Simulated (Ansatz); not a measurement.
# C₆H₈BN: basis-set convergence

An exercise on one series of results from a longer session: the logs are not shown, and one member is left open.

Method: one geometry, several basis sets; program: Ansatz 0.2.0, Gaussian basis.

Plan: PBE0-D4/def2-SVP; ωB97M-V/def2-SVP; PBE0-D4/def2-QZVPP; ωB97M-V/def2-QZVPP; the functionals' def2-TZVPP values are taken from earlier runs.

1 further run of the same task is left out (it didn't finish). Runs told in other sessions of the task aren't counted.

### The geometry

All runs share one geometry, relaxed beforehand with PBE0-D4 in a triple-zeta def2 set.

SMILES `BNc1ccccc1`, 16 atoms, charge 0, spin multiplicity 1.

Atoms are counted from 1 here; the program's logs count them from 0.

Bond lengths: B1–N2 1.394 Å, B1–H9 1.195 Å, B1–H10 1.193 Å, N2–C3 1.404 Å, N2–H11 1.009 Å, C3–C4 1.392 Å, C3–C8 1.392 Å, C4–C5 1.384 Å, C4–H12 1.082 Å, C5–C6 1.388 Å, C5–H13 1.084 Å, C6–C7 1.386 Å, C6–H14 1.083 Å, C7–C8 1.385 Å, C7–H15 1.084 Å, C8–H16 1.086 Å. Angles: N2–B1–H9 117.3°, N2–B1–H10 120.9°, H9–B1–H10 121.7°, B1–N2–C3 130.7°, B1–N2–H11 117.3°, C3–N2–H11 112.0°, N2–C3–C4 122.1°, N2–C3–C8 118.9°, C4–C3–C8 119.0°, C3–C4–C5 120.0°, C3–C4–H12 119.8°, C5–C4–H12 120.2°, C4–C5–C6 120.9°, C4–C5–H13 119.1°, C6–C5–H13 119.9°, C5–C6–C7 119.1°, C5–C6–H14 120.4°, C7–C6–H14 120.5° and more.

The first run:

in.yaml reads:

```yaml
crystal:
  periodic: [false, false, false]
  atoms:
    - {symbol: B, position_ang: [2.426685, -0.153816, 1.561337]}
    - {symbol: N, position_ang: [1.076578, -0.471729, 1.422949]}
    - {symbol: C, position_ang: [0.165689, -0.171009, 0.397536]}
    - {symbol: C, position_ang: [0.534986, 0.554559, -0.732082]}
    - {symbol: C, position_ang: [-0.399111, 0.826118, -1.716180]}
    - {symbol: C, position_ang: [-1.709674, 0.384494, -1.597457]}
    - {symbol: C, position_ang: [-2.078524, -0.337741, -0.473966]}
    - {symbol: C, position_ang: [-1.149202, -0.613246, 0.515171]}
    - {symbol: H, position_ang: [2.981449, -0.534454, 2.549140]}
    - {symbol: H, position_ang: [2.998630, 0.472993, 0.722302]}
    - {symbol: H, position_ang: [0.648111, -1.005619, 2.164440]}
    - {symbol: H, position_ang: [1.553382, 0.904345, -0.837071]}
    - {symbol: H, position_ang: [-0.096087, 1.392188, -2.589742]}
    - {symbol: H, position_ang: [-2.434187, 0.601643, -2.372927]}
    - {symbol: H, position_ang: [-3.097053, -0.691536, -0.362476]}
    - {symbol: H, position_ang: [-1.444575, -1.179687, 1.393323]}
basis:
  gaussian: {orbitals: def2-SVP}
hamiltonian: {xc: pbe0, dispersion: d4}
output: {orbitals: {seedname: orbitals}}
```

Started as:

```bash
$ ansatz run in.yaml --threads 4 --pin off --events-out ev --progress --plain --max-ram 11315MiB
```

Steps of the session up to this table: PBE0-D4 in def2-SVP; ωB97M-V in def2-SVP; PBE0-D4 in def2-QZVPP; ωB97M-V in def2-QZVPP.

One table of the session follows, with a row left open; its other results are not shown here.

It belongs to the step «Density functionals: the series». 

| functional | basis | HOMO (eV) |
| --- | --- | --- |
| PBE0-D4 | def2-SVP | -6.60 |
| PBE0-D4 | def2-TZVPP | -6.61 |
| PBE0-D4 | def2-QZVPP | ? |
| ωB97M-V | def2-SVP | -8.62 |
| ωB97M-V | def2-TZVPP | -8.64 |
| ωB97M-V | def2-QZVPP | -8.65 |

Q: Estimate the row for PBE0-D4, def2-QZVPP from the others.

As computed: HOMO (eV): -6.63. In the column «HOMO (eV)» it lies between ωB97M-V, def2-SVP (-8.62) and PBE0-D4, def2-TZVPP (-6.61).
